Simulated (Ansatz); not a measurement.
# TiNH₂+ (quintet): the correlation ladder, def2-SVP

One table from this session's results is given with a row withheld; the runs are named, their logs left out.

Computed with Ansatz 0.2.0, Gaussian basis. Level: def2-SVP, core rule «outside noble gas», up to 10 orbitals frozen.

To be run: UHF; CCSD(T) on ROHF; CCSD(T) on UHF; CISD as a restricted active space (open shells left free, so some higher excitations enter); CCSDT(Q) on ROHF; CCSDT(Q) on UHF.

25 further runs of the same task are left out: 11 for a known fault of the program, 5 that didn't finish, 9 set aside as unsound or not needed. Runs told in other sessions of the task aren't counted.

## The geometry

The geometry is a PBE0/def2-TZVP stationary point (not a proven minimum).

4 atoms, charge 1, spin multiplicity 5.

Atoms are counted from 1 here; the program's logs count them from 0.

Bond lengths: Ti1–N2 2.213 Å, N2–H3 1.023 Å, N2–H4 1.024 Å. Angles: Ti1–N2–H3 125.8°, Ti1–N2–H4 126.9°, H3–N2–H4 107.3°.

The first run:

in.yaml

```yaml
crystal:
  periodic: [false, false, false]
  atoms:
    - {symbol: Ti, position_ang: [0.000000, -0.000006, 0.574128]}
    - {symbol: N, position_ang: [0.000000, -0.000668, -1.638816]}
    - {symbol: H, position_ang: [0.000000, 0.829097, -2.237756]}
    - {symbol: H, position_ang: [0.000000, -0.819548, -2.253941]}
basis:
  gaussian: {orbitals: def2-SVP}
total_charge: 1
magnetization: {spin_polarized: true, initial_magnetization: 4}
hamiltonian: {xc: hf}
output: {orbitals: {seedname: orbitals}}
```

Started as:

```console
ansatz run in.yaml --threads 1 --pin off --events-out ev --progress --plain --max-ram 2393MiB
```

Steps of the session up to this table: UHF; CCSD(T) on ROHF; CCSD(T) on UHF; CISD as a restricted active space (open shells left free, so some higher excitations enter); CCSDT(Q) on ROHF; CCSDT(Q) on UHF.

One table of the session follows, with a row left open; its other results are not shown here.

| method | from RCCSDT(Q) (meV) |
| --- | --- |
| ROHF | +5115.6 |
| UHF | +4931.5 |
| RMP2 | +767.6 |
| UMP2 | +701.8 |
| CISD | ? |
| RCCSD | +126.8 |
| UCCSD | +62.2 |
| RCCSD(T) | +32.7 |
| UCCSD(T) | -28.7 |
| RCCSDT | +7.1 |
| UCCSDT | -46.8 |
| RCCSDT(Q) | 0 |
| UCCSDT(Q) | -53.3 |

**Question.** Estimate the row for CISD.

**Answer.** from RCCSDT(Q) (meV): +365.7. In the column «from RCCSDT(Q) (meV)» it lies between RCCSD (+126.8) and UMP2 (+701.8).

Limits of these values: Restricted and unrestricted rows rest on different reference determinants; a gap between their highest levels can come from leftover correlation error, from unlike frozen cores or from another state.
